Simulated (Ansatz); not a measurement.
# LiAl5B: the cost of one run

Method: DFT PBE, scalar-relativistic, plane waves, PAW, in Ansatz 0.2.0.

### 1 The starting structure

It takes space group P4/mmm (No. 123, tetragonal). Conventional cell: a = 3.854 Å, b = 3.854 Å, c = 6.241 Å, α = 90.00°, β = 90.00°, γ = 90.00°. Around Li (site symmetry 4/mmm) lie 12 Al at 2.69 to 2.72 Å. Around Al (site symmetry 4/mmm) lie 8 Al at 2.69 Å and 4 Li at 2.72 Å. Around Al (site symmetry 2mm) lie 2 B at 2.29 Å and 1 Al at 2.49 Å. B (site symmetry 4/mmm) has 8 Al at 2.29 Å as nearest neighbours.

As a file:

```
CELL_PARAMETERS angstrom
3.85361 0.00000 0.00000
0.00000 3.85361 0.00000
0.00000 0.00000 6.24098
ATOMIC_POSITIONS crystal
Li 0.00000 0.00000 0.00000
Al 0.50000 0.50000 0.00000
Al 0.50000 0.00000 0.30078
Al 0.00000 0.50000 0.30078
Al 0.50000 0.00000 0.69922
Al 0.00000 0.50000 0.69922
B 0.00000 0.00000 0.50000
```

Recipe of the guess: species swapped into a database cell of YbIn5Rh (P4/mmm, No. 123), with Li on the Yb sites, Al on the In sites and B on the Rh sites. Its size is a rough estimate.

### 2 Probe: one point on a coarse mesh

input.yaml reads:

```yaml
crystal:
  lattice:
    - [3.85361084, 0.0, 0.0]
    - [0.0, 3.85361084, 0.0]
    - [0.0, 0.0, 6.24098431]
  atoms:
    - { symbol: Li, position: [0.0, 0.0, 0.0] }
    - { symbol: Al, position: [0.5, 0.5, 0.0] }
    - { symbol: Al, position: [0.5, 0.0, 0.30078] }
    - { symbol: Al, position: [0.0, 0.5, 0.30078] }
    - { symbol: Al, position: [0.5, 0.0, 0.69922] }
    - { symbol: Al, position: [0.0, 0.5, 0.69922] }
    - { symbol: B, position: [0.0, 0.0, 0.5] }
basis:
  ecutwfc: 420
kpoints:
  mp_grid: { grid: [4, 4, 4] }
hamiltonian:
  xc: pbe
scf:
  occupations: { method: gaussian, width: 0.1 }
  lower_state_search: "off"
output:
  forces: true
  stress: true
  eigenvalues: true
```

Launch:

```console
$ ansatz run input.yaml --threads 1 --pin off --max-ram 2048MiB --backend cpu --events-out ev --progress --plain --runs-dir out
```

**Question.** How long does this run take on 1 thread of Arm Neoverse V2, shared host, and how much memory does it need?

About 1.7 s, with a peak of 0.32 GiB.
